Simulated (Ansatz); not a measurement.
# Hf3Cu4Si2 (P-62m) in Ansatz: reference runs

Reference runs on Hf3Cu4Si2: the cell as given.

Program: Ansatz 0.2.0. These are calculated values, not measurements. Logs are shortened: lines on timing, memory, paths and dates and some standing lists are left out, and cuts for length are marked.

### 1 Starting point

The structure is hexagonal, space group P-62m (No. 189). Conventional cell: a = 6.254 Å, b = 6.254 Å, c = 3.956 Å, α = 90.00°, β = 90.00°, γ = 120.00°. Hf (site symmetry m2m) is surrounded by 3 Cu at 2.58 to 2.91 Å and 4 Si at 2.73 Å. Around Cu (site symmetry m2m) lie 2 Si at 2.40 Å and 4 Cu at 2.51 to 2.67 Å. Cu (site symmetry -62m) has 6 Cu at 2.51 Å and 3 Hf at 2.58 Å as nearest neighbours. Around Si (site symmetry -6) lie 3 Cu at 2.40 Å and 6 Hf at 2.73 Å.

The cell comes from a database or a generator and needn't be the stable form of this composition.

### 2 Single point, PBEsol

Contents of input.yaml:

```yaml
crystal:
  lattice:
    - [6.2542475479, 0.0, 0.0]
    - [-3.1271237739, 5.416337258, 0.0]
    - [0.0, 0.0, 3.95601738]
  atoms:
    - { symbol: Hf, position: [0.587212045, 0.0, 0.5] }
    - { symbol: Hf, position: [0.412787955, 0.412787955, 0.5] }
    - { symbol: Hf, position: [0.0, 0.587212045, 0.5] }
    - { symbol: Cu, position: [0.753139745, 0.753139745, 0.0] }
    - { symbol: Cu, position: [0.0, 0.0, 0.5] }
    - { symbol: Cu, position: [0.0, 0.246860255, 0.0] }
    - { symbol: Cu, position: [0.246860255, 0.0, 0.0] }
    - { symbol: Si, position: [0.3333333333, 0.6666666667, 0.0] }
    - { symbol: Si, position: [0.6666666667, 0.3333333333, 0.0] }
kpoints:
  mp_grid: { grid: [5, 5, 7] }
scf:
  occupations: { method: fermi_dirac, width: 0.05 }
hamiltonian:
  xc: pbesol
  pseudopotentials: { kind: all_electron, lapw: { basis_error: 0.001 } }
output:
  forces: true
  stress: true
  eigenvalues: true
  populations: true
```

Potentials or basis: all-electron LAPW, scalar-relativistic.

Started as:

```bash
$ ansatz run input.yaml --threads 8 --pin off --max-ram 24576MiB --backend cpu --events-out ev --progress --plain --runs-dir out
```

The program printed:

```text
Warning: RAYON_NUM_THREADS=8 ignored (pool sized by the plan → 8); use --threads N
Hf: projections on atomic orbitals take those of the free atom 1s2 2s2 2p6 3s2 3p6 3d10 4s2 4p6 4d10 4f14 5s2 5p6 5d2 6s2, of charge +0.00 (hamiltonian.pseudopotentials.projection_atoms)
Cu: projections on atomic orbitals take those of the free atom 1s2 2s2 2p6 3s2 3p6 3d10 4s1, of charge +0.00 (hamiltonian.pseudopotentials.projection_atoms)
Si: projections on atomic orbitals take those of the free atom 1s2 2s2 2p6 3s2 3p2, of charge +0.00 (hamiltonian.pseudopotentials.projection_atoms)
LAPW: plane waves up to 9.124 Å⁻¹, error target 1.0e-3 eV per atom; small_component_spin mean_spin; Si in spheres of 1.163 Å, 12 of its electrons in bands, Dirac shells []; Cu in spheres of 1.238 Å, 19 of its electrons in bands, Dirac shells []; Hf in spheres of 1.343 Å, 42 of its electrons in bands, Dirac shells [] (how accurate: hamiltonian.pseudopotentials.lapw.basis_error, Limitations)
Engine: ansatz 0.2.0, x86_64-unknown-linux-gnu
Pseudopotentials: kind: all_electron
Pseudopotential: Hf, LAPW, valence charge 42, lapw/all_electron/scalar/gaussian/Hf, Koelling and Harmon's equation, gaussian nucleus
[... 73 lines left out ...]
  k-point 1: bands = ["-354.5835", "-354.5835", "-354.5835", "-354.5694", "-354.5694", "-354.5694", "-354.5640", "-354.5640", "-354.5640", "-182.6649", "-182.6649", "-182.6649", "-182.6613", "-182.6613", "-182.6613", "-182.6568", "-182.6568", "-182.6568", "-182.6486", "-182.6486", "-182.6486", "-182.6444", "-182.6444", "-182.6444", "-114.5500", "-114.5499", "-94.2732", "-94.2676", "-94.2676", "-94.2637", "-70.8301", "-70.8301", "-70.8301", "-70.8301", "-70.8039", "-70.8039", "-51.8352", "-51.8352", "-51.8124", "-51.8124", "-51.8099", "-51.8052", "-51.7854", "-51.7854", "-51.7481", "-51.7294", "-51.7294", "-51.6701", "-43.3732", "-43.3523", "-43.3523", "-12.2696", "-12.1383", "-12.1383", "-12.1196", "-12.0584", "-12.0584", "-11.9784", "-11.8639", "-11.8639", "6.6317", "6.6343", "6.6374", "6.6374", "6.6428", "6.6454", "6.6454", "6.6483", "6.6498", "6.6498", "6.6514", "6.6514", "6.6580", "6.6580", "6.6600", "6.6630", "6.6646", "6.6688", "6.6688", "6.6752", "6.6752", "8.0364", "10.8849", "12.6247", "13.1190", "13.1190", "13.8140", "14.0780", "14.0780", "14.4494", "14.4494", "14.5443", "14.6024", "14.6477", "14.6477", "14.9554", "14.9554", "15.1540", "15.2133", "15.2133", "15.4310", "15.4310", "15.6903", "15.8860", "15.8860", "16.2301", "16.2680", "16.2824", "16.2824", "16.7383", "18.5705", "18.5733", "18.5733", "19.4110", "19.4110", "19.5538", "20.2701", "20.2701", "21.1740", "21.1740", "21.5489", "22.4538", "22.9670", "22.9670", "24.0763", "24.3924", "24.3924", "25.3200", "25.7042", "25.7042", "25.9297", "26.9266", "26.9266", "27.4144", "27.6372", "27.6372"]
  k-point 2: bands = ["-354.5835", "-354.5835", "-354.5835", "-354.5694", "-354.5694", "-354.5694", "-354.5640", "-354.5640", "-354.5640", "-182.6649", "-182.6649", "-182.6649", "-182.6613", "-182.6613", "-182.6613", "-182.6568", "-182.6568", "-182.6568", "-182.6486", "-182.6486", "-182.6486", "-182.6444", "-182.6444", "-182.6444", "-114.5500", "-114.5499", "-94.2718", "-94.2676", "-94.2676", "-94.2651", "-70.8301", "-70.8301", "-70.8301", "-70.8301", "-70.8039", "-70.8039", "-51.8349", "-51.8349", "-51.8132", "-51.8131", "-51.8131", "-51.8052", "-51.7869", "-51.7869", "-51.7403", "-51.7274", "-51.7274", "-51.6747", "-43.3728", "-43.3519", "-43.3519", "-12.2649", "-12.1471", "-12.1355", "-12.1355", "-12.0797", "-12.0797", "-11.9766", "-11.8623", "-11.8623", "6.6371", "6.6394", "6.6400", "6.6407", "6.6407", "6.6435", "6.6435", "6.6451", "6.6499", "6.6499", "6.6507", "6.6507", "6.6586", "6.6586", "6.6610", "6.6615", "6.6647", "6.6711", "6.6711", "6.6730", "6.6730", "8.6805", "10.5838", "12.7988", "13.3907", "13.3907", "13.4846", "14.1168", "14.1168", "14.4432", "14.4432", "14.5244", "14.7293", "14.7293", "14.8326", "15.0141", "15.0203", "15.0203", "15.1250", "15.1250", "15.3331", "15.3726", "15.3726", "15.7254", "15.9202", "15.9202", "16.2359", "16.6587", "16.6587", "16.7046", "18.0410", "18.1702", "18.1702", "19.5603", "19.7156", "19.7156", "20.2956", "20.2956", "20.7608", "20.7608", "22.4234", "22.6127", "22.6127", "22.9530", "23.8408", "23.8408", "23.9050", "24.9920", "25.9406", "25.9406", "26.2499", "26.2499", "27.1176", "27.7242", "27.7242", "27.7653"]
  k-point 19: bands = ["-354.5835", "-354.5835", "-354.5835", "-354.5694", "-354.5694", "-354.5694", "-354.5640", "-354.5640", "-354.5640", "-182.6649", "-182.6649", "-182.6649", "-182.6613", "-182.6613", "-182.6613", "-182.6568", "-182.6568", "-182.6568", "-182.6486", "-182.6486", "-182.6486", "-182.6444", "-182.6444", "-182.6444", "-114.5500", "-114.5499", "-94.2699", "-94.2676", "-94.2676", "-94.2670", "-70.8301", "-70.8301", "-70.8301", "-70.8301", "-70.8039", "-70.8039", "-51.8347", "-51.8347", "-51.8155", "-51.8138", "-51.8138", "-51.8051", "-51.7881", "-51.7881", "-51.7336", "-51.7259", "-51.7259", "-51.6791", "-43.3641", "-43.3599", "-43.3519", "-12.1886", "-12.1397", "-12.1252", "-12.1252", "-12.0980", "-12.0797", "-11.9803", "-11.9607", "-11.8973", "6.6347", "6.6358", "6.6365", "6.6381", "6.6409", "6.6415", "6.6440", "6.6464", "6.6469", "6.6479", "6.6513", "6.6531", "6.6556", "6.6600", "6.6617", "6.6665", "6.6676", "6.6708", "6.6723", "6.6793", "6.6796", "9.9196", "10.0452", "12.3586", "13.1781", "13.4618", "13.6500", "14.0082", "14.0733", "14.4219", "14.6733", "14.7051", "14.7712", "14.8058", "14.8746", "14.9033", "15.1868", "15.2329", "15.2331", "15.2929", "15.3627", "15.3920", "15.4790", "15.7273", "15.8592", "15.9920", "16.2145", "16.4389", "16.5366", "16.9343", "16.9606", "17.2186", "17.7047", "19.6610", "19.7374", "19.8372", "20.0453", "20.9543", "21.2414", "21.4154", "21.8216", "21.8868", "22.7249", "22.7521", "23.6105", "24.1493", "24.7053", "25.1909", "25.3358", "25.6128", "26.2819", "26.4419", "26.7189", "26.9859", "27.4259", "28.0479"]
--- Löwdin populations: 9 sites ---
  site symbol       q [e]
     0     Hf     71.9881
     1     Hf     71.9881
     2     Hf     71.9881
     3     Cu     28.4357
     4     Cu     28.6512
     5     Cu     28.4357
     6     Cu     28.4357
     7     Si     14.5479
     8     Si     14.5479
  spilling = 0.002727 (of n_electrons = 360.000000)
```

populations.tsv:

```text
# site	symbol	l	j	q
# orbitals = lowdin
# n_electrons = 360.000000
# spilling = 0.002727
# projection_atom_Hf: 1s2 2s2 2p6 3s2 3p6 3d10 4s2 4p6 4d10 4f14 5s2 5p6 5d2 6s2
# projection_atom_Cu: 1s2 2s2 2p6 3s2 3p6 3d10 4s1
# projection_atom_Si: 1s2 2s2 2p6 3s2 3p2
0	Hf	0_1S	-	2.000000
0	Hf	0_2S	-	1.999982
0	Hf	0_3S	-	1.999775
0	Hf	0_4S	-	1.997635
0	Hf	0_5S	-	1.960335
0	Hf	0_6S	-	0.672450
0	Hf	1_2P	-	6.000000
0	Hf	1_3P	-	5.999998
0	Hf	1_4P	-	5.999926
0	Hf	1_5P	-	5.988235
0	Hf	2_3D	-	9.999999
0	Hf	2_4D	-	9.999963
0	Hf	2_5D	-	3.372484
0	Hf	3_4F	-	13.997281
1	Hf	0_1S	-	2.000000
1	Hf	0_2S	-	1.999982
1	Hf	0_3S	-	1.999775
1	Hf	0_4S	-	1.997635
1	Hf	0_5S	-	1.960335
1	Hf	0_6S	-	0.672450
1	Hf	1_2P	-	6.000000
1	Hf	1_3P	-	5.999998
1	Hf	1_4P	-	5.999926
1	Hf	1_5P	-	5.988235
1	Hf	2_3D	-	9.999999
1	Hf	2_4D	-	9.999963
1	Hf	2_5D	-	3.372484
1	Hf	3_4F	-	13.997281
2	Hf	0_1S	-	2.000000
2	Hf	0_2S	-	1.999982
[... 26 lines left out ...]
5	Cu	0_1S	-	1.999985
5	Cu	0_2S	-	1.999233
5	Cu	0_3S	-	1.980664
5	Cu	0_4S	-	0.800651
5	Cu	1_2P	-	5.999994
5	Cu	1_3P	-	5.998346
5	Cu	2_3D	-	9.656837
6	Cu	0_1S	-	1.999985
6	Cu	0_2S	-	1.999233
6	Cu	0_3S	-	1.980664
6	Cu	0_4S	-	0.800651
6	Cu	1_2P	-	5.999994
6	Cu	1_3P	-	5.998346
6	Cu	2_3D	-	9.656837
7	Si	0_1S	-	1.999807
7	Si	0_2S	-	1.985351
7	Si	0_3S	-	1.244751
7	Si	1_2P	-	5.996896
7	Si	1_3P	-	3.321077
8	Si	0_1S	-	1.999807
8	Si	0_2S	-	1.985351
8	Si	0_3S	-	1.244751
8	Si	1_2P	-	5.996896
8	Si	1_3P	-	3.321077
```

Wall time 58 s (8 threads of Intel Xeon Platinum 8488C (Sapphire Rapids), shared host); peak memory 2.2 GiB.

Results:

```
Free energy            : -1426133.2091 eV
Pressure               : -1.8 GPa
Largest force          : 0.060 eV/Å
Band gap on the k mesh : none (metal or under the smearing width)
```

Forces in eV/Å, atoms in the order of the input:
```
Hf  -0.060  0.000  0.000
Hf   0.030  0.052  0.000
Hf   0.030 -0.052  0.000
Cu   0.018  0.031  0.000
Cu   0.000  0.000  0.000
Cu   0.018 -0.031  0.000
Cu  -0.036  0.000  0.000
Si   0.000  0.000  0.000
Si   0.000  0.000  0.000
```

Stress tensor (GPa, compression positive):
```
-1.74  0.00  0.00
 0.00 -1.74  0.00
 0.00  0.00 -1.87
```

Levels at points of the mesh, in eV from the Fermi level:
| k point | band 109 | band 110 | band 111 | band 112 | band 113 | band 114 | band 115 | band 116 | band 117 | band 118 |
| --- | --- | --- | --- | --- | --- | --- | --- | --- | --- | --- |
| (0.00, 0.00, 0.00) | -1.83 | -1.51 | -0.80 | 0.35 | 0.35 | 0.43 | 0.43 | 1.56 | 1.56 | 2.06 |

The run has no spin-orbit coupling, so splittings on Hf are missing.
